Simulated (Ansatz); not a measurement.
# FH₄OSiSn radical: how energies converge with the basis set

One table from this session's results is given with a row withheld; the runs are named, their logs left out.

The runs use Ansatz 0.2.0, Gaussian basis; one geometry, several basis sets.

Levels to be run: PBE0-D4/def2-SVP; ωB97M-V/def2-SVP; PBE0-D4/def2-QZVPP; ωB97M-V/def2-QZVPP; the functionals' def2-TZVPP values are taken from earlier runs.

## Structure used throughout

The geometry comes from an earlier relaxation with PBE0-D4 in a triple-zeta def2 set; it is a stationary point, not always the lowest conformer. Sn takes the def2 core potential; no spin-orbit term is included.

SMILES `[F][SnH][O][SiH3]`, 8 atoms, charge 0, spin multiplicity 2.

Atoms are counted from 1 here; the program's logs count them from 0.

Bond lengths: F1–Sn2 1.929 Å, Sn2–O3 1.951 Å, Sn2–H5 1.742 Å, O3–Si4 1.640 Å, Si4–H6 1.486 Å, Si4–H7 1.486 Å, Si4–H8 1.490 Å. Angles: F1–Sn2–O3 102.1°, F1–Sn2–H5 106.1°, O3–Sn2–H5 105.6°, Sn2–O3–Si4 137.7°, O3–Si4–H6 108.6°, O3–Si4–H7 110.5°, O3–Si4–H8 111.0°, H6–Si4–H7 109.2°, H6–Si4–H8 108.8°, H7–Si4–H8 108.7°.

Set-up of the first run:

in.yaml reads:

```yaml
crystal:
  periodic: [false, false, false]
  atoms:
    - {symbol: F, position_ang: [-1.607295, 1.731735, 1.020337]}
    - {symbol: Sn, position_ang: [-0.420697, 1.874538, -0.493479]}
    - {symbol: O, position_ang: [0.210005, 0.039323, -0.694426]}
    - {symbol: Si, position_ang: [0.713760, -1.182680, 0.276906]}
    - {symbol: H, position_ang: [-1.435740, 2.176269, -1.877067]}
    - {symbol: H, position_ang: [1.729066, -1.982093, -0.456731]}
    - {symbol: H, position_ang: [-0.427240, -2.061325, 0.643633]}
    - {symbol: H, position_ang: [1.330340, -0.652868, 1.525026]}
basis:
  gaussian: {orbitals: def2-SVP}
magnetization: {spin_polarized: true, initial_magnetization: 1}
hamiltonian: {xc: pbe0, dispersion: d4}
output: {orbitals: {seedname: orbitals}}
```

Command:

```
ansatz run in.yaml --threads 4 --pin off --events-out ev --progress --plain --max-ram 10444MiB
```

Steps of the session up to this table: PBE0-D4 in def2-SVP; ωB97M-V in def2-SVP; PBE0-D4 in def2-QZVPP; ωB97M-V in def2-QZVPP.

One of the session's tables, all rows but one given; the rest of the session is left out.

It belongs to the step «Functionals by basis». 

```
functional       basis  HOMO (eV)  LUMO (eV)
   PBE0-D4    def2-SVP      -7.10      -4.05
   PBE0-D4  def2-TZVPP          ?          ?
   PBE0-D4  def2-QZVPP      -7.24      -4.15
   ωB97M-V    def2-SVP      -9.14      -2.24
   ωB97M-V  def2-TZVPP      -9.31      -2.39
   ωB97M-V  def2-QZVPP      -9.32      -2.43
```

Q: Estimate the row for PBE0-D4, def2-TZVPP from the others.

As computed: HOMO (eV): -7.22; LUMO (eV): -4.13. In the column «HOMO (eV)» it lies between PBE0-D4, def2-QZVPP (-7.24) and PBE0-D4, def2-SVP (-7.10).
